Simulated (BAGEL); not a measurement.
**SiH2ClO2 (SMILES O[Si](O)Cl): UHF/STO-3G (density fitting with qzvpp-jkfit)**

What is the vertical electron affinity of SiH2ClO2 at UHF/STO-3G (density fitting with qzvpp-jkfit)? 

Program for the calculation: BAGEL 1.2.2.

3 further runs of the same task are left out: 3 set aside as unsound or not needed.

### Step 1. Starting point

SiH2ClO2: 6 atoms, total charge 0, spin state doublet. SMILES: `O[Si](O)Cl`. The shape is that of a PBE0-D4/def2-TZVP optimisation. This is one conformer, not always the lowest.

Bond lengths: O1–Si2 1.632 Å, Si2–O3 1.632 Å, Si2–Cl4 2.078 Å, O1–H5 0.959 Å, O3–H6 0.959 Å. Angles: O1–Si2–O3 103.6°, O1–Si2–Cl4 111.0°, O3–Si2–Cl4 111.0°, Si2–O1–H5 117.0°, Si2–O3–H6 117.1°.

### Step 2. The energy at UHF/STO-3G (density fitting with qzvpp-jkfit)

calc.json

```json
{ "bagel" : [

{
  "title" : "molecule",
  "basis" : "sto-3g",
  "df_basis" : "qzvpp-jkfit",
  "angstrom" : true,
  "geometry" : [
    { "atom" : "O", "xyz" : [   -0.320700,    1.391300,   -0.390800 ] },
    { "atom" : "Si", "xyz" : [    0.131800,   -0.176800,   -0.408200 ] },
    { "atom" : "O", "xyz" : [    1.197500,   -0.281000,    0.823600 ] },
    { "atom" : "Cl", "xyz" : [   -1.498500,   -1.425000,   -0.089600 ] },
    { "atom" : "H", "xyz" : [   -1.028800,    1.647400,   -0.984600 ] },
    { "atom" : "H", "xyz" : [    1.518800,   -1.155900,    1.049500 ] }
  ]
},
{
  "title" : "uhf",
  "nopen" : 1
},
{
  "title" : "print",
  "file" : "orbitals.molden",
  "orbitals" : true
}

]}
```

Run with:

```sh
$ BAGEL_NUM_THREADS=1 BAGEL calc.json > calc.out
```

What it wrote:

```text
* using 1 threads per process

  ===============================================================
  ===============================================================

  *** Geometry ***

  { "atom" : "O", "xyz" : [     -0.606035,      2.629176,     -0.738505 ] },
  { "atom" : "Si", "xyz" : [      0.249066,     -0.334104,     -0.771386 ] },
  { "atom" : "O", "xyz" : [      2.262947,     -0.531013,      1.556378 ] },
  { "atom" : "Cl", "xyz" : [     -2.831755,     -2.692860,     -0.169319 ] },
  { "atom" : "H", "xyz" : [     -1.944150,      3.113135,     -1.860624 ] },
  { "atom" : "H", "xyz" : [      2.870116,     -2.184334,      1.983268 ] },

  Number of auxiliary basis functions:      446

  Since a DF basis is specified, we compute 2- and 3-index integrals:
    o Being stored without compression. Storage requirement is 0.003 GB

  Number of basis functions:       30
  Number of electrons      :       49

    * METHOD: MOLECULE                             0.12

  *** Open-shell HF ***

  === Nuclear Repulsion ===
   216.9503985784

      * DIIS with orbital gradients will be used.

  === UHF iteration (sto-3g) ===
      0       -888.97339646          0.03333860           0.04
      1       -889.06507444          0.00986382           0.04
      2       -889.07412717          0.00330858           0.04
      3       -889.07517324          0.00071306           0.04
      4       -889.07541735          0.00017876           0.04
      5       -889.07544172          0.00004311           0.04
      6       -889.07544427          0.00001587           0.04
      7       -889.07544474          0.00000650           0.04
      8       -889.07544481          0.00000260           0.04
      9       -889.07544482          0.00000090           0.04
     10       -889.07544482          0.00000024           0.04
     11       -889.07544482          0.00000009           0.04
     12       -889.07544482          0.00000003           0.04
     13       -889.07544482          0.00000001           0.04
     14       -889.07544482          0.00000001           0.04
    * SCF iteration converged.

    * S^2 (UHF) is 0.7570

    * Permanent dipole moment:
           (   -0.712742,    -0.064186,     0.801546) a.u.

    * METHOD: UHF                                  0.64

    * METHOD: PRINT                                0.00

  ===============================================================
```

It took 0.92 s on 1 thread of Arm Neoverse V2, shared host.

### Step 3. The singlet anion

job.json

```json
{ "bagel" : [

{
  "title" : "molecule",
  "basis" : "sto-3g",
  "df_basis" : "qzvpp-jkfit",
  "angstrom" : true,
  "geometry" : [
    { "atom" : "O", "xyz" : [      -0.320700,       1.391300,      -0.390800 ] },
    { "atom" : "Si", "xyz" : [       0.131800,      -0.176800,      -0.408200 ] },
    { "atom" : "O", "xyz" : [       1.197500,      -0.281000,       0.823600 ] },
    { "atom" : "Cl", "xyz" : [      -1.498500,      -1.425000,      -0.089600 ] },
    { "atom" : "H", "xyz" : [      -1.028800,       1.647400,      -0.984600 ] },
    { "atom" : "H", "xyz" : [       1.518800,      -1.155900,       1.049500 ] }
  ]
},

{ "title" : "hf", "charge" : -1 },

{ "title" : "print", "file" : "orbitals.molden", "orbitals" : true }

]}
```

Run with:

```sh
$ BAGEL_NUM_THREADS=1 BAGEL job.json > job.out
```

What it wrote:

```text
* using 1 threads per process

  ===============================================================
  ===============================================================

  *** Geometry ***

  { "atom" : "O", "xyz" : [     -0.606035,      2.629176,     -0.738505 ] },
  { "atom" : "Si", "xyz" : [      0.249066,     -0.334104,     -0.771386 ] },
  { "atom" : "O", "xyz" : [      2.262947,     -0.531013,      1.556378 ] },
  { "atom" : "Cl", "xyz" : [     -2.831755,     -2.692860,     -0.169319 ] },
  { "atom" : "H", "xyz" : [     -1.944150,      3.113135,     -1.860624 ] },
  { "atom" : "H", "xyz" : [      2.870116,     -2.184334,      1.983268 ] },

  Number of auxiliary basis functions:      446

  Since a DF basis is specified, we compute 2- and 3-index integrals:
    o Being stored without compression. Storage requirement is 0.003 GB

  Number of basis functions:       30
  Number of electrons      :       49

    * METHOD: MOLECULE                             0.12

  *** RHF ***

  === Nuclear Repulsion ===
   216.9503985784

      * DIIS with orbital gradients will be used.

  === RHF iteration (sto-3g) ===
      0       -888.81973004          0.01766963           0.02
      1       -888.91294117          0.00394998           0.02
      2       -888.91902872          0.00092321           0.02
      3       -888.91976406          0.00016052           0.02
      4       -888.91980881          0.00004754           0.02
      5       -888.91981257          0.00000612           0.02
      6       -888.91981261          0.00000107           0.02
      7       -888.91981261          0.00000024           0.02
      8       -888.91981261          0.00000005           0.02
      9       -888.91981261          0.00000001           0.02
     10       -888.91981261          0.00000000           0.02
    * SCF iteration converged.

    * Permanent dipole moment:
           (    0.014826,    -0.105279,    -0.164035) a.u.

    * METHOD: HF                                   0.28

    * METHOD: PRINT                                0.00

  ===============================================================
```

Run time: 0.56 s. Hardware: 1 thread of Arm Neoverse V2, shared host.

### Step 4. Outcome

At UHF/STO-3G (density fitting with qzvpp-jkfit):

```
                                                            quantity          value
                                      doublet SiH2ClO2: total energy  -889.07544 Eh
                                     doublet SiH2ClO2: dipole moment         2.73 D
                                              doublet SiH2ClO2: ⟨S²⟩          0.757
                                         singlet anion: total energy  -888.91981 Eh
                                          singlet anion: HOMO energy        3.69 eV
                                          singlet anion: LUMO energy       19.21 eV
singlet anion: HOMO–LUMO gap (to an unbound level, set by the basis)       15.52 eV
                   vertical electron affinity (to the singlet anion)      -4.235 eV
```

What this shows: The anion lies 4.23 eV (98 kcal/mol) above the neutral: the electron isn't bound at this level, and such a value depends on the basis. Without diffuse functions anions come out too high. Hartree–Fock misses the correlation that binds many anions. In a minimal basis such a difference can be off by several eV, whatever the method. The HOMO (singlet anion) lies at positive energy, 3.69 eV: the electron is unbound at this level or held by a compact basis; values depend on the basis.
